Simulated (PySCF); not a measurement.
# CrI6 ([CrI6]3-): the cost of one run

Programs: PySCF 2.14.0, with routines of our own; each step states its level. All values are computed. Atoms count from 0.

## (1) The system as given

7 atoms, charge -3, states of the metal's open shell are computed; geometry from: model geometry, bond lengths from ionic radii.

## (2) Ligand-field states: state-averaged CASSCF in water

The job: settings as JSON, then the geometry in Å.

```
{"job": {"kind": "lf", "basis": {"metal": "x2c-TZVPall", "ligand": "x2c-SVPall"}, "nevpt": true, "solvent": "water"}, "charge": -3, "metal": "Cr", "open_shell": "d3"}
Cr     0.000000     0.000000     0.000000
I      1.891510    -1.092064     1.544412
I      0.000000     2.184128     1.544412
I     -1.891510    -1.092064     1.544412
I      1.891510     1.092064    -1.544412
I     -1.891510     1.092064    -1.544412
I     -0.000000    -2.184128    -1.544412
```

With the program's defaults for keys left out, this is: state-averaged CASSCF of the metal d shell, SC-NEVPT2 on the averaged canonical orbitals, state-interaction spin-orbit coupling.

Run with:

```
$ OMP_NUM_THREADS=1 python lf_run.py task.json out
```

One launch serves the whole session: the jobs run in the order shown.

**Question.** How long does this first job take on 1 thread of Arm Neoverse V2, shared host, and how much memory does it need?

About 2.6 min, with a peak of 1.1 GiB.
